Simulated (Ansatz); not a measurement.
Input of an Ansatz 0.2.0 run:

input.yaml

```yaml
crystal:
  lattice:
    - [5.88672, 0.0, 0.0]
    - [2.19986, 5.91413, 0.0]
    - [1.85109, 1.73865, 7.56124]
  atoms:
    - { symbol: Ta, position: [0.39605, 0.05, 0.58683] }
    - { symbol: Ta, position: [0.95891, 0.61806, 0.76348] }
    - { symbol: Ta, position: [0.06984, 0.27356, 0.18903] }
    - { symbol: As, position: [0.07072, 0.88917, 0.02743] }
    - { symbol: Au, position: [0.21939, 0.67567, 0.38144] }
    - { symbol: Au, position: [0.68925, 0.45927, 0.56874] }
    - { symbol: O, position: [0.16689, 0.59518, 0.16534] }
    - { symbol: O, position: [0.86104, 0.11514, 0.11677] }
    - { symbol: O, position: [0.2695, 0.96377, 0.83676] }
    - { symbol: O, position: [0.87527, 0.82792, 0.92] }
    - { symbol: O, position: [0.70329, 0.78261, 0.54686] }
    - { symbol: O, position: [0.17528, 0.40817, 0.5935] }
    - { symbol: O, position: [0.27798, 0.9264, 0.17203] }
    - { symbol: O, position: [0.64612, 0.14878, 0.61595] }
    - { symbol: O, position: [0.14281, 0.39538, 0.93941] }
    - { symbol: O, position: [0.30048, 0.17203, 0.35732] }
    - { symbol: O, position: [0.19051, 0.80386, 0.59347] }
    - { symbol: O, position: [0.70787, 0.4714, 0.81379] }
    - { symbol: O, position: [0.77878, 0.42364, 0.31185] }
hamiltonian:
  xc: blyp
  pseudopotentials: { kind: paw }
kpoints:
  mp_grid: { grid: [5, 5, 4] }
  band_path:
    path:
      - [[0.0, 0.0, 0.5], [0.0, 0.0, 0.0], [0.5, 0.0, 0.0]]
      - [[0.5, 0.0, 0.5], [0.0, 0.0, 0.0], [0.0, 0.5, 0.0]]
      - [[0.0, 0.5, 0.5], [0.0, 0.0, 0.0], [0.5, 0.5, 0.0]]
      - [[0.5, 0.5, 0.5], [0.0, 0.0, 0.0]]
    npoints: 10
scf:
  occupations: { method: fermi_dirac, width: 0.05 }
  n_extra_bands: 47
output:
  forces: true
  stress: true
  eigenvalues: true
  fatbands: false
```

Potentials or basis: Ansatz PAW.

The run is started by

```console
$ ansatz run input.yaml --threads 8 --pin off --max-ram 20480MiB --backend cpu --events-out ev --progress --plain --runs-dir out
```

What does it give for the band gap along the path?

1.62 eV, indirect (least direct gap 1.68 eV).

What does it give for the band gap on the k mesh?

1.62 eV, indirect (least direct gap 1.65 eV).

Stress tensor (GPa, compression positive):
```
4.20 0.86 0.59
0.86 5.22 0.24
0.59 0.24 5.71
```

Caveat: the pressure holds a Pulay correction of +0.7 GPa for the finite cutoff; spin-orbit coupling is left out, which moves the levels of the heavy elements; the PAW data sets come from PBE, with cores solved anew for the run's functional, which leaves a small shift of forces and pressure.
